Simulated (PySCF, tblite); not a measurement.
**C₅H₈NO radical: geometry, infrared bands and EPR parameters**

Wanted: the infrared bands and EPR parameters of C₅H₈NO radical (`CC(=O)N[C@H]1[CH]C1`), by calculation.

The runs use tblite 0.8.0 and PySCF 2.14.0, with density-fitted response routines of our own; the level of theory stands in each step. All values are computed, except where a source is named. Atoms are numbered from 0 throughout.

**1. Starting geometry**

15 atoms, charge 0, multiplicity 2; geometry from: force field or distance geometry start.

Bonds of the start (Å): C0–C1 1.52, C1–O2 1.22, C1–N3 1.38, N3–C4 1.42, C4–C5 1.44, C5–C6 1.45, C6–C4 1.50, C0–H7 1.10, C0–H8 1.09, C0–H9 1.08, N3–H10 1.01, C4–H11 1.09, C5–H12 1.09, C6–H13 1.08, C6–H14 1.09.

**2. Relaxing the molecule with GFN2-xTB**

What the job is given:

```
{"job": {"kind": "relax", "xc": "GFN2-xTB", "basis": "xTB"}, "charge": 0, "multiplicity": 2}
C      2.604200     0.068300     0.028500
C      1.257200    -0.353800    -0.528700
O      1.151600    -0.873000    -1.624400
N      0.209300    -0.087600     0.324300
C     -1.137800    -0.404000    -0.002100
C     -2.158600    -0.006700     0.939700
C     -2.126800     0.679300    -0.335800
H      2.667500    -0.140900     1.103700
H      2.728300     1.141600    -0.130800
H      3.390000    -0.472100    -0.480000
H      0.392600     0.335600     1.228000
H     -1.280100    -1.381000    -0.465000
H     -2.965500    -0.661000     1.254300
H     -2.926800     0.446100    -1.021900
H     -1.809500     1.717200    -0.311700
```

Command:

```sh
OMP_NUM_THREADS=1 python probes_run.py task.json out
```

This one command runs all jobs of the session in turn.

What it wrote:

```text
step      E/eV     max force
  0    -589.20917    1.726
  1    -589.26466    0.682
  2    -589.29110    0.533
  3    -589.31966    0.454
  4    -589.33164    0.660
  5    -589.34693    0.409
  6    -589.35907    0.183
  7    -589.36256    0.183
  8    -589.36764    0.204
  9    -589.37121    0.158
 10    -589.37429    0.125
 11    -589.37680    0.130
 12    -589.37897    0.107
 13    -589.38032    0.101
 14    -589.38121    0.081
 15    -589.38204    0.078
 16    -589.38298    0.082
 17    -589.38379    0.068
 18    -589.38430    0.043
 19    -589.38461    0.044
 20    -589.38498    0.052
 21    -589.38554    0.078
 22    -589.38631    0.096
 23    -589.38714    0.084
 24    -589.38790    0.075
 25    -589.38866    0.073
 26    -589.38956    0.087
 27    -589.39080    0.105
 28    -589.39239    0.115
 29    -589.39421    0.114
 30    -589.39624    0.135
 31    -589.39848    0.152
 32    -589.40072    0.127
 33    -589.40245    0.112
 34    -589.40290    0.193
 35    -589.40421    0.120
 36    -589.40495    0.081
 37    -589.40640    0.066
 38    -589.40703    0.078
 39    -589.40780    0.074
 40    -589.40867    0.060
 41    -589.40954    0.073
 42    -589.40997    0.047
 43    -589.41022    0.039
 44    -589.41039    0.032
 45    -589.41067    0.041
 46    -589.41092    0.055
 47    -589.41116    0.047
 48    -589.41134    0.044
 49    -589.41157    0.046
 50    -589.41187    0.045
 51    -589.41221    0.041
 52    -589.41245    0.036
 53    -589.41259    0.037
 54    -589.41273    0.036
 55    -589.41293    0.043
 56    -589.41322    0.049
 57    -589.41350    0.045
 58    -589.41371    0.040
 59    -589.41390    0.039
 60    -589.41411    0.044
 61    -589.41434    0.041
 62    -589.41456    0.043
 63    -589.41473    0.039
 64    -589.41491    0.033
 65    -589.41514    0.034
 66    -589.41555    0.045
 67    -589.41582    0.039
 68    -589.41609    0.042
 69    -589.41627    0.032
 70    -589.41638    0.030
 71    -589.41647    0.032
 72    -589.41657    0.024
 73    -589.41667    0.023
 74    -589.41677    0.021
 75    -589.41684    0.022
 76    -589.41688    0.019
 77    -589.41691    0.012
 78    -589.41693    0.011
 79    -589.41695    0.013
 80    -589.41697    0.017
 81    -589.41699    0.016
 82    -589.41701    0.007
```

It took 0.31 s on 1 thread of Arm Neoverse V2, shared host.

Relaxation path: (not every step is listed)

| step | energy from step 0 (eV) | largest force (eV/Å) |
| --- | --- | --- |
| 0 | 0.0000 | 1.7256 |
| 1 | -0.0555 | 0.6817 |
| 2 | -0.0819 | 0.5333 |
| 3 | -0.1105 | 0.4537 |
| 4 | -0.1225 | 0.6598 |
| 5 | -0.1378 | 0.4088 |
| 6 | -0.1499 | 0.1835 |
| 7 | -0.1534 | 0.1832 |
| 8 | -0.1585 | 0.2041 |
| 14 | -0.1720 | 0.0809 |
| 20 | -0.1758 | 0.0517 |
| 26 | -0.1804 | 0.0871 |
| 32 | -0.1916 | 0.1269 |
| 38 | -0.1979 | 0.0777 |
| 44 | -0.2012 | 0.0320 |
| 50 | -0.2027 | 0.0446 |
| 56 | -0.2041 | 0.0489 |
| 62 | -0.2054 | 0.0433 |
| 68 | -0.2069 | 0.0415 |
| 74 | -0.2076 | 0.0210 |
| 77 | -0.2077 | 0.0122 |
| 78 | -0.2078 | 0.0106 |
| 79 | -0.2078 | 0.0130 |
| 80 | -0.2078 | 0.0168 |
| 81 | -0.2078 | 0.0164 |
| 82 | -0.2078 | 0.0071 |

Distances of close pairs at the start and the end, largest changes first:

| bond | before (Å) | after (Å) | change (Å) |
| --- | --- | --- | --- |
| C1–N3 | 1.377 | 1.355 | -0.022 |
| C4–C6 | 1.504 | 1.526 | +0.021 |
| C5–H12 | 1.085 | 1.069 | -0.017 |
| C4–C5 | 1.445 | 1.461 | +0.016 |
| C5–C6 | 1.449 | 1.463 | +0.015 |
| C0–H7 | 1.097 | 1.088 | -0.009 |
| N3–C4 | 1.422 | 1.429 | +0.008 |
| N3–H10 | 1.015 | 1.008 | -0.006 |

The final coordinates are the input of the step that follows.

**3. Harmonic vibrations with GFN2-xTB**

What the job is given:

```
{"job": {"kind": "ir", "xc": "GFN2-xTB", "basis": "xTB"}, "charge": 0, "multiplicity": 2}
C      2.606568     0.041739     0.044764
C      1.279320    -0.515908    -0.427188
O      1.170351    -1.383829    -1.265524
N      0.212173     0.048234     0.188509
C     -1.132903    -0.349409    -0.087129
C     -2.187181    -0.192671     0.911794
C     -2.199310     0.733400    -0.221356
H      2.755226    -0.199092     1.095260
H      2.628724     1.122427    -0.075339
H      3.407252    -0.402244    -0.538545
H      0.346097     0.769287     0.880444
H     -1.119922    -1.205900    -0.758011
H     -2.931146    -0.871384     1.270242
H     -2.976287     0.662572    -0.975272
H     -1.863377     1.750767    -0.064561
```

What it wrote:

```text
mode    cm-1     km/mol
  1      57.3      4.90
  2      72.9      0.02
  3     109.7      6.89
  4     163.8     11.99
  5     337.9      2.95
  6     356.8     21.70
  7     411.7      6.17
  8     467.4     86.65
  9     575.9     26.18
 10     594.9     35.13
 11     609.7      7.16
 12     806.7      1.42
 13     836.5      4.84
 14     923.0     13.08
 15     959.3     15.69
 16     993.2      2.35
 17    1001.1     21.99
 18    1010.1      8.74
 19    1023.2      8.40
 20    1049.8     16.75
 21    1102.1     30.00
 22    1152.6     10.21
 23    1180.9     11.62
 24    1239.1     65.80
 25    1353.4     70.12
 26    1370.8     36.07
 27    1416.7    124.26
 28    1451.4     62.40
 29    1459.2      8.06
 30    1470.6      9.83
 31    1746.0    507.54
 32    2984.4      5.10
 33    3006.2     30.17
 34    3027.4     16.11
 35    3030.8     12.04
 36    3039.0     17.64
 37    3071.4      7.09
 38    3153.7     38.66
 39    3450.1      3.02
```

It took 0.28 s on 1 thread of Arm Neoverse V2, shared host.

The strongest bands and the atoms that carry them (share of the mass-weighted mode):

| cm⁻¹ | km/mol | atoms |
| --- | --- | --- |
| 467 | 86.7 | H10 60 %, N3 17 %, C1 12 % |
| 1239 | 65.8 | H11 59 %, C1 12 %, H10 11 % |
| 1353 | 70.1 | C5 18 %, C1 16 %, C4 14 %, H13 13 % |
| 1371 | 36.1 | H7 28 %, H8 27 %, H9 22 %, C0 21 % |
| 1417 | 124.3 | H14 22 %, N3 22 %, H13 20 %, H10 14 % |
| 1451 | 62.4 | C4 21 %, C6 18 %, H13 12 %, H14 11 % |
| 1746 | 507.5 | C1 64 %, O2 33 % |
| 3154 | 38.7 | H12 92 % |

**4. g tensor and hyperfine couplings: B3LYP/pcH-1**

The job, as its differences from that of step 3:

```diff
@@ -1,2 +1,2 @@
-{"job": {"kind": "ir", "xc": "GFN2-xTB", "basis": "xTB"}, "charge": 0, "multiplicity": 2}
+{"job": {"kind": "epr", "basis": "pcH-1"}, "charge": 0, "multiplicity": 2}
 C      2.606568     0.041739     0.044764
```

Level: UKS B3LYP, pcH-1 on C H N O, non-relativistic, mean-field spin-orbit, GIAO.

What it wrote:

```text
UKS, coarse grid
  cycle   1  E = -325.08506728  |g| = 6.50e-01
  cycle   2  E = -323.91911714  |g| = 1.65e+00
  cycle   3  E = -325.20009202  |g| = 3.17e-01
  cycle   4  E = -325.25023365  |g| = 8.25e-02
  cycle   5  E = -325.25268134  |g| = 3.76e-02
  cycle   6  E = -325.25323635  |g| = 1.37e-02
  cycle   7  E = -325.25331822  |g| = 3.00e-03
  cycle   8  E = -325.25332200  |g| = 1.57e-03
  cycle   9  E = -325.25332337  |g| = 4.04e-04
UKS, final grid
  cycle   1  E = -325.25329931  |g| = 6.45e-04
  cycle   2  E = -325.25329877  |g| = 1.38e-03
  cycle   3  E = -325.25329949  |g| = 1.10e-04
  cycle   4  E = -325.25329949  |g| = 3.73e-05
  cycle   5  E = -325.25329950  |g| = 1.71e-05
E = -325.25329950 Eh   <S^2> = 0.7531 (exact 0.7500)
g shifts (ppm)      1          2          3
  rmc          -145       -145       -145
  gc             23         10         20
  oz_so         -55        539        961
  total        -178        404        835
hyperfine (MHz)  atom isotope    a_iso     a_fc   dipolar eigenvalues
    0   13C       3.42       3.42     -0.45     -0.35      0.80
    1   13C      -0.72      -0.72     -1.02     -0.40      1.42
    2   17O      -0.92      -0.92     -2.71      0.99      1.72
    3   14N      12.69      12.69     -1.43     -1.22      2.65
    4   13C     -21.39     -21.39     -4.68     -2.69      7.36
    5   13C     264.63     264.63    -75.38    -71.42    146.80
    6   13C     -21.50     -21.50     -4.97      0.12      4.85
    7    1H      -0.38      -0.38     -0.82     -0.53      1.35
    8    1H      -0.47      -0.47     -0.73     -0.55      1.28
    9    1H       0.48       0.48     -0.56     -0.40      0.96
   10    1H      -1.42      -1.42     -5.10     -2.28      7.38
   11    1H      42.61      42.61     -5.99     -1.57      7.55
   12    1H     -14.15     -14.15    -33.57     -4.05     37.61
   13    1H      62.62      62.62     -5.17     -2.19      7.37
   14    1H     103.63     103.63     -6.44     -4.14     10.58
```

Wall time 46 s (1 thread of Arm Neoverse V2, shared host); peak memory 1 GiB.

Principal g values 2.00214, 2.00272, 2.00315; g(iso) = 2.00267, against 2.00232 for a free electron.

Hyperfine couplings; where a row names several nuclei, a(iso) is their mean (it holds for fast rotation or exchange) and the dipolar term the largest among them:

| nuclei | isotope | a(iso) (MHz) | a(iso) (G, at g = 2.0023) | largest dipolar term (MHz) |
| --- | --- | --- | --- | --- |
| C5 | 13C | 264.6 | 94.4 | 146.8 |
| H14 | 1H | 103.6 | 37.0 | 10.6 |
| H13 | 1H | 62.6 | 22.3 | 7.4 |
| H11 | 1H | 42.6 | 15.2 | 7.6 |
| C6 | 13C | -21.5 | -7.7 | -5.0 |
| C4 | 13C | -21.4 | -7.6 | 7.4 |
| H12 | 1H | -14.2 | -5.1 | 37.6 |
| N3 | 14N | 12.7 | 4.5 | 2.7 |
| C0 | 13C | 3.4 | 1.2 | 0.8 |
| H10 | 1H | -1.4 | -0.5 | 7.4 |
| O2 | 17O | -0.9 | -0.3 | -2.7 |
| C1 | 13C | -0.7 | -0.3 | 1.4 |
| H7, H8, H9 | 1H | -0.1 | 0.0 | 1.4 |

Mulliken spin populations:

C0 0.00; C1 0.00; O2 0.01; N3 0.02; C4 -0.01; C5 0.97; C6 -0.05; H7 0.00; H8 0.00; H9 0.00; H10 0.00; H11 0.02; H12 -0.02; H13 0.03; H14 0.04

In first order the couplings over 0.8 MHz of 1H, 14N give 96 distinct lines over 89.1 G, if the averaged nuclei exchange fast.

Orbitals, density, ELF and potential are computed afterwards from the orbital file.

ELF in a plane through or near 7 of the atoms.

Ten even steps from '0' (0.00) to '9' (1.00):
```
0000000000000000000000000000
0000000000000000000000000000
0000000000000000000000000000
0000000000000000001000000000
0000000331000000278610000000
0000016998000000599950000000
0000018999101310499961000000
0000016999104630289852000000
0000124896116861262264100000
0001788657558874682276300000
0004999868447665687466200000
0004999735224125663132000000
0001899104785018982000000000
0000251037538319994000000000
0000000168768508995000000000
0000000146777401651000000000
0000000012332100000000000000
0000000000000000000000000000
0000000000000000000000000000
0000000000000000000000000000
```
The map spans 12.1 Å across and 8.6 Å up, centred on the molecule. Atoms in the plane (x, y in Å): C1 (-1.3, -0.6), O2 (-1.3, -1.7), C6 (2.2, 0.5), H8 (-2.6, 1.2), H9 (-3.4, -0.4), H11 (1.0, -1.5), H14 (1.9, 1.5).

log10 of the density (e/Å³) in the same plane.

Ten even steps from ' ' (-4.0) to '@' (0.8):
```
                                                        
                                                        
                                  ........              
            ..::::....        ..::::----::..            
        ..::::------::::..::::::--======--::..          
      ..::--==++++++==--========++**##**++==::..        
      ..--==++####**++==++++++++**##%%##**==--::..      
    ..::--++**%%%%##++++******++**##%%%%##++==--..      
    ..--==++##%%%%##****######**##%%@@@@%%**++--::      
    ::--++**##%%%%%%####%%%%%%####%%@@@@%%**++--::      
    ::==++##%%%%%%%%%%%%%%%%%%%%%%%%%%%%##**++--::      
    ::--++##%%####%%@@%%%%######%%%%##****++==--..      
    ..--==++******##@@@@%%****##%%##**++====--::        
      ::--====++**%%@@@@%%****##%%##++==----::..        
      ..::::--++**%%@@@@%%**++******++--::..            
            ..==++**####**++========--::..              
              ::==++++++++==------::....                
                ::--------::........                    
                  ........                              
                                                        
```
The map spans 12.1 Å across and 8.6 Å up, centred on the molecule. Atoms in the plane (x, y in Å): C1 (-1.3, -0.6), O2 (-1.3, -1.7), C6 (2.2, 0.5), H8 (-2.6, 1.2), H9 (-3.4, -0.4), H11 (1.0, -1.5), H14 (1.9, 1.5).

On the surface of density 0.002 e/bohr³ the electrostatic potential runs, from the 1st to the 99th percentile, from -2.05 V near O2 to 2.08 V near H10.

The spin density lies nearest to C5 71 %; H12 9 %.

**5. What came out**

| quantity | value |
| --- | --- |
| strongest single infrared mode (GFN2-xTB) | 1746 cm⁻¹, 508 km/mol |
| zero-point energy (GFN2-xTB) | 74.4 kcal/mol |
| g(iso) (B3LYP) | 2.00267 |
| ⟨S²⟩ | 0.753 (exact 0.75) |
| largest a(iso) (averaged by class) | 13C on C5, 264.6 MHz |
| surface potential, 1st and 99th percentile | -2.05 V and 2.08 V |

**Reading.** Relaxing lowered the energy by 0.208 eV in 82 steps; the close pair that moved most is C1–N3, from 1.377 to 1.355 Å. No mode is imaginary among the 39: a minimum at this level. The strongest single mode, at 1746 cm⁻¹, moves mainly C1 and O2. GFN2-xTB is a fitted tight-binding method: band positions and strengths are rough. Its intensities can rank the bands wrongly. Most of the unpaired spin sits on C5 (0.97 e). The isotropic g lies 0.4 ppt above the free-electron value.
